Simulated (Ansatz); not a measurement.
# NaWO3: a two-dimensional strain map

Aim: for NaWO3, strain the cell in the xy plane and along z independently.

Computed with Ansatz 0.2.0 (DFT r2SCAN, scalar-relativistic, plane waves, PAW, unless a step's input says otherwise).

### 1 The structure to begin with

Symmetry: Pm-3m, No. 221, cubic system. Conventional cell: a = 3.850 Å, b = 3.850 Å, c = 3.850 Å, α = 90.00°, β = 90.00°, γ = 90.00°. Around Na (site symmetry m-3m) lie 12 O at 2.72 Å. W (site symmetry m-3m) is surrounded by 6 O at 1.93 Å. O (site symmetry 4/mmm) is surrounded by 2 W at 1.93 Å and 4 Na at 2.72 Å.

Coordinates:

```xyz
5
Lattice="3.8500 0.0000 0.0000 0.0000 3.8500 0.0000 0.0000 0.0000 3.8500" Properties=species:S:1:pos:R:3 pbc="T T T"
Na    0.0000    0.0000    0.0000
W     1.9250    1.9250    1.9250
O     1.9250    1.9250    0.0000
O     0.0000    1.9250    1.9250
O     1.9250    0.0000    1.9250
```

The cell is taken as given, not relaxed at this level.

### 2 The reference cell

The reference gives a free energy of -13595.3109 eV, pressure 4.82 GPa, largest force 0.000 eV/Å and gap on the mesh none (metal). It was computed beforehand with the settings of the runs below.

### 3 The scan: a two-dimensional strain map

The cell is strained by p along both x and y and by q along z, with fractional coordinates fixed.

### 4 At p = -0.030, q = -0.030

Input file input.yaml:

```yaml
crystal:
  lattice:
    - [3.7345, 0.0, 0.0]
    - [0.0, 3.7345, 0.0]
    - [0.0, 0.0, 3.7345]
  atoms:
    - { symbol: Na, position: [0.0, 0.0, 0.0] }
    - { symbol: W, position: [0.5, 0.5, 0.5] }
    - { symbol: O, position: [0.5, 0.5, 0.0] }
    - { symbol: O, position: [0.0, 0.5, 0.5] }
    - { symbol: O, position: [0.5, 0.0, 0.5] }
basis:
  ecutwfc: 500
kpoints:
  mp_grid: { grid: [12, 12, 12] }
hamiltonian:
  xc: r2scan
scf:
  occupations: { method: gaussian, width: 0.15 }
output:
  forces: true
  stress: true
  eigenvalues: true
```

The run is started by

```bash
> ansatz run input.yaml --threads 1 --pin off --max-ram 2560MiB --backend cpu --events-out ev --progress --plain --runs-dir out
```

### 5 p = -0.030, q = 0.000

Changes to input.yaml since step 4:

```diff
@@ -4,3 +4,3 @@
     - [0.0, 3.7345, 0.0]
-    - [0.0, 0.0, 3.7345]
+    - [0.0, 0.0, 3.85]
   atoms:
```

### 6 Point p = -0.030, q = 0.030

Changes to input.yaml since step 5:

```diff
@@ -4,3 +4,3 @@
     - [0.0, 3.7345, 0.0]
-    - [0.0, 0.0, 3.85]
+    - [0.0, 0.0, 3.9655]
   atoms:
```

### 7 At p = 0.000, q = -0.030

Changes to input.yaml since step 6:

```diff
@@ -2,5 +2,5 @@
   lattice:
-    - [3.7345, 0.0, 0.0]
-    - [0.0, 3.7345, 0.0]
-    - [0.0, 0.0, 3.9655]
+    - [3.85, 0.0, 0.0]
+    - [0.0, 3.85, 0.0]
+    - [0.0, 0.0, 3.7345]
   atoms:
```

### 8 At p = 0.000, q = 0.030

Changes to input.yaml since step 7:

```diff
@@ -4,3 +4,3 @@
     - [0.0, 3.85, 0.0]
-    - [0.0, 0.0, 3.7345]
+    - [0.0, 0.0, 3.9655]
   atoms:
@@ -23 +23,5 @@
   eigenvalues: true
+  write_density: true
+  write_potential: true
+  elf: true
+  volumetric_format: npy
```

### 9 At p = 0.030, q = -0.030

Changes to input.yaml since step 8:

```diff
@@ -2,5 +2,5 @@
   lattice:
-    - [3.85, 0.0, 0.0]
-    - [0.0, 3.85, 0.0]
-    - [0.0, 0.0, 3.9655]
+    - [3.9655, 0.0, 0.0]
+    - [0.0, 3.9655, 0.0]
+    - [0.0, 0.0, 3.7345]
   atoms:
```

### 10 At p = 0.030, q = 0.000

Changes to input.yaml since step 9:

```diff
@@ -4,3 +4,3 @@
     - [0.0, 3.9655, 0.0]
-    - [0.0, 0.0, 3.7345]
+    - [0.0, 0.0, 3.85]
   atoms:
@@ -23,5 +23 @@
   eigenvalues: true
-  write_density: true
-  write_potential: true
-  elf: true
-  volumetric_format: npy
```

(Steps that only read results are left out.)

Q: Predict the outcome of this session. Wanted: highest point; lowest point away from the origin.

As calculated:

| quantity | value |
| --- | --- |
| highest point | 110.2 meV/atom at (p, q) = (-0.030, -0.030) |
| lowest point away from the origin | 5.8 meV/atom at (0.000, 0.030) |

In words: The undisturbed cell is the lowest computed point. Spin-orbit coupling is left out for W. Spin polarisation is off in the runs that give these values; a magnetic solution could lie lower.
